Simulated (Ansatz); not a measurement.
**ZrH₂ (quintet): relaxing a cheap start**

Where does this start of ZrH₂ (quintet) end when it is relaxed?

Computed with Ansatz 0.2.0, Gaussian basis. Level: UKS PBE0/def2-TZVP.

### Step 1. Where the work starts

3 atoms, charge 0, spin multiplicity 5.

Atoms are counted from 1 here; the program's logs count them from 0.

Bond lengths: Zr1–H2 1.766 Å, Zr1–H3 1.766 Å. Angles: H2–Zr1–H3 180.0°.

As a file:

```xyz
3

Zr    0.0000    0.0000    0.0000
H     0.0000    0.0000    1.7660
H     0.0000    0.0000   -1.7660
```

The start was built by rule and, where that kept it together, relaxed with GFN2-xTB. Sticks and bond lists go by distance. No spin-orbit coupling is included. Elements past krypton take def2 core potentials.

### Step 2. The run

in.yaml

```yaml
crystal:
  periodic: [false, false, false]
  atoms:
    - {symbol: Zr, position_ang: [0.000000, 0.000000, 0.000000]}
    - {symbol: H, position_ang: [0.000000, 0.000000, 1.765989]}
    - {symbol: H, position_ang: [0.000000, 0.000000, -1.765989]}
basis:
  gaussian: {orbitals: def2-TZVP}
magnetization: {spin_polarized: true, initial_magnetization: 4}
hamiltonian: {xc: pbe0}
relax: {f_tol: 0.004, max_steps: 80}
```

Command:

```bash
> ansatz run in.yaml --threads 1 --pin off --events-out ev --progress --plain --max-ram 2176MiB
```

What does the calculation give? Wanted: energy gained; shift from the start; total energy; dipole moment; ⟨S²⟩.

As calculated:

| quantity | value |
| --- | --- |
| steps | 4 |
| energy gained | 0.299 eV |
| shift from the start (rms) | 0.166 Å |
| total energy | -1306.1575 eV |
| dipole moment | 0.00 D |
| ⟨S²⟩ | 6.008 |

The bonds of the start are those of the end. Zr1–H3 went from 1.766 to 1.969 Å. No vibrations were run, so this is a stationary point, not a proven minimum, and this spin need not be the ground state's.
